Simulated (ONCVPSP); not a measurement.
**Hafnium: generating and testing an ONCV potential**

Task: generate the file, and judge it by its errors in other configurations, its logarithmic derivatives, its ghosts and its cutoff.

Program: ONCVPSP 4.0.1. Reference atom: PBE, fully relativistic, spherical and spin-unpolarised. All values are calculated.

### Step 1. Settings

Typed settings, in words:

```json
{"element": "hafnium (Hf, Z = 72)", "type": "optimised norm-conserving Vanderbilt (ONCV)", "frozen core": "[Kr] 4d10 4f14", "valence charge": "12", "reference configuration": "5s2 5p6 5d2 6s2", "partial waves": "5s+6s: rc 2.15 bohr, ncon 4, nbas 7, qcut 4.8 1/bohr, 2 projectors; 5p: rc 1.50 bohr, ncon 4, nbas 7, qcut 5.1 1/bohr, 1 projector; 5d: rc 2.95 bohr, ncon 3, nbas 7, qcut 4.2 1/bohr, 2 projectors, debl 2.9 Ha", "local potential": "polynomial inside 1.35 bohr (lpopt 5, dvloc0 3 Ha)", "core correction": "Teter function fitted to the true core (icmod 2), fcfact 0.94"}
```

An earlier all-electron run gives the scale for the radii.

All-electron outer shells of the reference configuration (PBE, scalar-relativistic, ld1.x):

```csv
shell,level (eV),outermost node (bohr),outermost maximum (bohr)
5s,-67.02,0.55,1.01
5p,-35.57,0.60,1.16
4f,-16.83,–,0.45
6s,-5.11,1.37,2.89
5d,-2.69,0.67,1.69
6p,-1.40,1.66,4.05
```

### Step 2. Generating the potential

Contents of Hf.dat:

```
# ATOM AND REFERENCE CONFIGURATION
# atsym  z   nc   nv     iexc    psfile
  Hf 72.00   10    4        4      upf
#
#   n    l    f
    1    0    2.00
    2    0    2.00
    2    1    6.00
    3    0    2.00
    3    1    6.00
    3    2   10.00
    4    0    2.00
    4    1    6.00
    4    2   10.00
    4    3   14.00
    5    0    2.00
    5    1    6.00
    5    2    2.00
    6    0    2.00
#
# PSEUDOPOTENTIAL AND OPTIMIZATION
# lmax
    2
#
#   l,   rc,      ep,       ncon, nbas, qcut
    0    2.15    0.00    4    7    4.80
    1    1.50    0.00    4    7    5.10
    2    2.95    0.00    3    7    4.20
#
# LOCAL POTENTIAL
# lloc, lpopt,  rc(5),   dvloc0
    4    5    1.35    3.00
#
# VANDERBILT-KLEINMAN-BYLANDER PROJECTORs
# l, nproj, debl
    0    2    3.00
    1    1    1.70
    2    2    2.90
#
# MODEL CORE CHARGE
# icmod, fcfact, rcfact
    2    0.94    1.05
#
# LOG DERIVATIVE ANALYSIS
# epsh1, epsh2, depsh
   -4.00    5.00    0.02
#
# OUTPUT GRID
# rlmax, drl
    6.00    0.01
#
# TEST CONFIGURATIONS
# ncnf
    4
# nvcnf
#   n    l    f
    4
    5    0    2.00
    5    1    6.00
    5    2    2.00
    6    0    1.00
#
    4
    5    0    2.00
    5    1    6.00
    5    2    2.00
    6    0    0.00
#
    4
    5    0    2.00
    5    1    6.00
    5    2    1.00
    6    0    0.00
#
    4
    5    0    2.00
    5    1    6.00
    5    2    3.00
    6    0    1.00
#
```

Command:

```bash
$ oncvpspr.x < Hf.dat > Hf.out
```

Before running it: what results should come out? Wanted: cutoffs for 1 and 0.1 mHa per electron, occupied waves; bound ghosts; GHOST(+) flags; largest test error; largest phase difference near zero energy, channels read; rms error of d²Exc/dn², without and with the model core.

As calculated:

| quantity | value |
| --- | --- |
| cutoffs for 1 and 0.1 mHa per electron, occupied waves | 53 Ha and 66 Ha |
| bound ghosts | none found |
| GHOST(+) flags | none at low energy |
| largest test error (AE − PS) | +18 meV, for 5s2 5p6 5d3 6s1 (1 test unsolved) |
| largest phase difference near zero energy, channels read | 0.016 rad |
| rms error of d²Exc/dn², without and with the model core | 10.18 and 3.03 mHa |

In words: By total energies transferability is good where solved: the largest error is 18 meV on 2.6 eV, for 5s2 5p6 5d3 6s1. Of the tests 1 gave no usable energy difference, which is a warning in itself. By its cutoff, 53 Ha for the looser tolerance, it is hard. The 5p wave sets it; 5d needs 7 Ha. It is free of bound ghosts as far as tested. Near zero energy the phases of the channels with partial waves agree within 0.016 rad. Note that the frozen 4f shell (-17 eV) lies no deeper than the valence 5s shell (-67 eV). These are tests on the free atom; a crystal test is still owed.
